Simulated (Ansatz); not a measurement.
A first try at a formation energy from the elements of Hf2HC and its elements, using Ansatz 0.2.0 through its Python package.

Run as a notebook:

In [1]:
```python
from collections import Counter
from dataclasses import dataclass
import warnings

import ansatz as az
import numpy as np
```

In [2]:
```python
@dataclass
class RunConfig:
    functional: str = "r2SCAN"
    kspacing: float = 0.27
    filling: str = "gaussian"
    sigma: float = 0.02
```

In [3]:
```python
cfg = RunConfig()
```

In [4]:
```python
PHASES = {
    "Hf2HC": (
        [(1.645645, 0.950114, 5.178414), (-1.645645, 0.950114, 5.178414), (0.0, -1.900227, 5.178414)],
        [
            ("Hf", (0.755443, 0.755443, 0.755443)),
            ("Hf", (0.244557, 0.244557, 0.244557)),
            ("H", (0.0, 0.0, 0.0)),
            ("C", (0.5, 0.5, 0.5)),
        ],
    ),
    "Hf": (
        [(3.1967, 0.0, 0.0), (-1.59835, 2.768423, 0.0), (0.0, 0.0, 5.0578)],
        [
            ("Hf", (1 / 3, 2 / 3, 0.25)),
            ("Hf", (2 / 3, 1 / 3, 0.75)),
        ],
    ),
    "H2": (
        [(9.0, 0.0, 0.0), (0.0, 9.5, 0.0), (0.0, 0.0, 10.0)],
        [
            ("H", (0.5, 0.5, 0.4625)),
            ("H", (0.5, 0.5, 0.5375)),
        ],
    ),
    "C": (
        [(1.228029, 0.709003, 3.347011), (-1.228029, 0.709003, 3.347011), (0.0, -1.418005, 3.347011)],
        [
            ("C", (0.836, 0.836, 0.836)),
            ("C", (0.164, 0.164, 0.164)),
        ],
    ),
}
```

In [5]:
```python
def build(vectors, sites):
    crystal = az.Crystal(lattice=az.Lattice.of(vectors))
    for symbol, position in sites:
        crystal = crystal.atom(symbol, position)
    return crystal

GASES = {"H2"}


def ground_state(name, crystal):
    calc = (
        crystal.calculation()
        .functional(cfg.functional)
        .basis(45 * az.Ry)
        .kpoints(spacing=cfg.kspacing)
        .occupations(cfg.filling, width=cfg.sigma)
        .stress()
    )
    if name in GASES:
        return calc.kpoints(1, 1, 1).relax(force_tolerance=0.02, max_steps=30).run(threads=1)
    calc = calc.relax(force_tolerance=0.02, max_steps=30, fix_cell=["shape"])
    return calc.run(threads=1)
```

In [6]:
```python
def counts(outcome):
    return Counter(site.symbol for site in outcome.lattice.sites)
```

In [7]:
```python
def formation_energy(outcome, mu):
    n = counts(outcome)
    return (outcome.report["energy_sigma0_ev"] - sum(k * mu[element] for element, k in n.items())) / sum(n.values())
```

In [8]:
```python
def volume_per_atom(outcome):
    return abs(np.linalg.det(outcome.lattice.cell_ang)) / len(outcome.lattice.sites)
```

In [9]:
```python
warnings.simplefilter("ignore", az.DeckWarning)
```

In [10]:
```python
phases = {name: build(*cell) for name, cell in PHASES.items()}
```

In [11]:
```python
done = {}
for name, crystal in phases.items():
    done[name] = ground_state(name, crystal)
    print(f"{name}: {done[name].report['energy_sigma0_ev']:.4f} eV, {len(done[name].lattice.sites)} atoms")
```
```text
Hf2HC: -31736.6156 eV, 4 atoms
Hf: -31466.1258 eV, 2 atoms
H2: -31.8921 eV, 2 atoms
C: -503.3349 eV, 2 atoms
```

In [12]:
```python
# energy of one atom in its reference phase
references = {"Hf": "Hf", "H": "H2", "C": "C"}
mu = {element: done[name].report["energy_sigma0_ev"] for element, name in references.items()}
```

In [13]:
```python
target = done["Hf2HC"]
heat = formation_energy(target, mu)
rows = [(name, len(o.lattice.sites), volume_per_atom(o), formation_energy(o, mu)) for name, o in done.items()]
print("| phase | atoms | V (A^3/atom) | E_form (eV/atom) |")
print("| --- | --- | --- | --- |")
for row in rows:
    print(f"| {row[0]} | {row[1]:d} | {row[2]:.3f} | {row[3]:.4f} |")
# gas references are bare DFT energies, without zero-point or fitted corrections
```
```text
| phase | atoms | V (A^3/atom) | E_form (eV/atom) |
| --- | --- | --- | --- |
| Hf2HC | 4 | 12.238 | 7932.7157 |
| Hf | 2 | 22.287 | 15733.0629 |
| H2 | 2 | 427.500 | 15.9460 |
| C | 2 | 8.752 | 251.6674 |
```

The session ran to its end, but the result can't be trusted. Why?

The fault: the references' energies are taken per cell, not per atom. Mended:

```diff
--- before
+++ after
@@
 references = {"Hf": "Hf", "H": "H2", "C": "C"}
-mu = {element: done[name].report["energy_sigma0_ev"] for element, name in references.items()}
+mu = {element: done[name].report["energy_sigma0_ev"] / len(done[name].lattice.sites) for element, name in references.items()}
```

Run as a notebook:

(earlier cells as before)

**Cell 12**
```python
# energy of one atom in its reference phase
references = {"Hf": "Hf", "H": "H2", "C": "C"}
mu = {element: done[name].report["energy_sigma0_ev"] / len(done[name].lattice.sites) for element, name in references.items()}
```

**Cell 13**
```python
target = done["Hf2HC"]
heat = formation_energy(target, mu)
rows = [(name, len(o.lattice.sites), volume_per_atom(o), formation_energy(o, mu)) for name, o in done.items()]
print("| phase | atoms | V (A^3/atom) | E_form (eV/atom) |")
print("| --- | --- | --- | --- |")
for row in rows:
    print(f"| {row[0]} | {row[1]:d} | {row[2]:.3f} | {row[3]:.4f} |")
# gas references are bare DFT energies, without zero-point or fitted corrections
```
Output:
```text
| phase | atoms | V (A^3/atom) | E_form (eV/atom) |
| --- | --- | --- | --- |
| Hf2HC | 4 | 12.238 | -0.7191 |
| Hf | 2 | 22.287 | 0.0000 |
| H2 | 2 | 427.500 | 0.0000 |
| C | 2 | 8.752 | 0.0000 |
```

Notes:
- Total energies depend on the potentials; only differences at equal settings carry meaning.
- The run is spin-unpolarised.
- The program warned that this SCF threshold is loose for forces or stresses.
- Atoms and volume are relaxed with the cell's shape held, which in cells of lower than cubic symmetry can hide stresses and shift volumes.
- Spin-orbit coupling, which matters for elements this heavy, is left out.
- The cells come from databases of deposited and of computed structures, and not all need be stable phases.
- The compound is the structure given, not necessarily its lowest; energies are at zero temperature, with no correction for gases. A semilocal functional's error on such energies is often 0.05 to 0.1 eV an atom, and 0.1 to 0.3 eV against gases such as O2 or F2.
- The script silences the warnings on its input, which a real study should read.
- Timing: 3.6 min on 1 thread of Arm Neoverse V1 (shared host), peak memory 0.84 GiB.

(Lines on the test bed's own set-up are left out of the output.)
